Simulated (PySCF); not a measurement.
# C6H6IN: the cost of one run

Computed with PySCF 2.14.0 and routines of our own; the level stands in each step. Atoms count from 0.

## (1) The starting structure

14 atoms, charge 0, multiplicity 1; geometry from: GFN2-xTB.

## (2) Geometry optimisation at PBE0-D3(BJ)/def2-SVP

What the job is given:

```
{"job": {"xc": "PBE0", "basis": "def2-SVP", "d3": "d3bj", "grid": 1, "maxiter": 30, "shake": 0.01, "kind": "geom"}, "charge": 0, "multiplicity": 1}
N      2.228870    -0.515080     0.025120
C      0.862560    -0.222940    -0.007070
C     -0.083060    -1.264430     0.043350
C     -1.385190    -1.011960     0.088620
C     -1.895920     0.280520     0.063360
C     -0.997680     1.342250     0.016210
C      0.371570     1.081450    -0.020230
I      1.713250     2.744130    -0.115790
H      2.839530     0.247530    -0.241310
H      2.493040    -1.431020    -0.183020
H      0.298080    -2.280230     0.076640
H     -2.104070    -1.841360     0.142210
H     -2.980890     0.497240     0.093370
H     -1.367240     2.358800     0.010790
```

Started as:

```bash
> OMP_NUM_THREADS=1 python heavy_run.py task.json out
```

This one command runs all jobs of the session in turn.

**Question.** How long does this first job take on 1 thread of Arm Neoverse V1, shared host, and how much memory does it need?

About 3 min, with a peak of 0.72 GiB.
